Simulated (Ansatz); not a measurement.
# CH₃Bi (triplet): geometry and frequencies at several levels

The task, for CH₃Bi (triplet): geometry and frequencies at several levels. Spin multiplicity 3.

Program: Ansatz 0.2.0. Level of theory: the levels named in each step. These are calculated values, not measurements.

## (1) Starting point

Bond lengths: C1–Bi2 2.288 Å, C1–H3 1.083 Å, C1–H4 1.083 Å, C1–H5 1.083 Å. Angles: Bi2–C1–H3 110.1°, Bi2–C1–H4 110.1°, Bi2–C1–H5 110.1°, H3–C1–H4 108.9°, H3–C1–H5 108.9°, H4–C1–H5 108.9°.

As a file:

```xyz
5

C    -2.1283   -0.0395   -0.0413
Bi    0.1585    0.0029    0.0031
H    -2.4725   -0.8246   -0.7036
H    -2.5158   -0.2248    0.9532
H    -2.5107    0.9104   -0.3951
```

## (2) A rough first relaxation, PBE-D4/def2-SVP

input.yaml

```yaml
crystal:
  periodic: [false, false, false]
  atoms:
    - { symbol: C, position_ang: [-2.12826, -0.03946, -0.04132] }
    - { symbol: Bi, position_ang: [0.15849, 0.00294, 0.00308] }
    - { symbol: H, position_ang: [-2.47254, -0.82456, -0.70365] }
    - { symbol: H, position_ang: [-2.51582, -0.22484, 0.9532] }
    - { symbol: H, position_ang: [-2.51069, 0.91039, -0.39511] }
magnetization:
  spin_polarized: true
  initial_magnetization: 2
basis:
  gaussian: { orbitals: def2-SVP }
hamiltonian:
  xc: pbe
  dispersion: d4
relax:
  f_tol: 0.03
  max_steps: 200
```

On the command line:

```sh
$ ansatz run input.yaml --threads 2 --pin off --max-ram 5120MiB --backend cpu --events-out ev --progress --plain --runs-dir out
```

The runs that follow: Relaxation, HF/def2-SVP; Frequencies, HF/def2-SVP; Relaxation, LDA/def2-SVP; Frequencies, LDA/def2-SVP; Relaxation, PBE-D4/def2-SVP; Frequencies, PBE-D4/def2-SVP.

What does the calculation give? Wanted: C1–Bi2 at PBE-D4/def2-SVP; frequencies at PBE-D4/def2-SVP.

**Answer**, as computed:

| quantity | value |
| --- | --- |
| C1–Bi2 at PBE-D4/def2-SVP | 2.308 Å |
| frequencies at PBE-D4/def2-SVP | 444 to 3104 cm⁻¹ |

In words: The C–Bi distance spreads over 0.041 Å, from LDA/def2-SVP (shortest) to PBE-D4/def2-SVP. No mode is imaginary, so the geometry is a minimum. Heavy atoms carry effective core potentials in def2 sets, and spin-orbit coupling is left out.
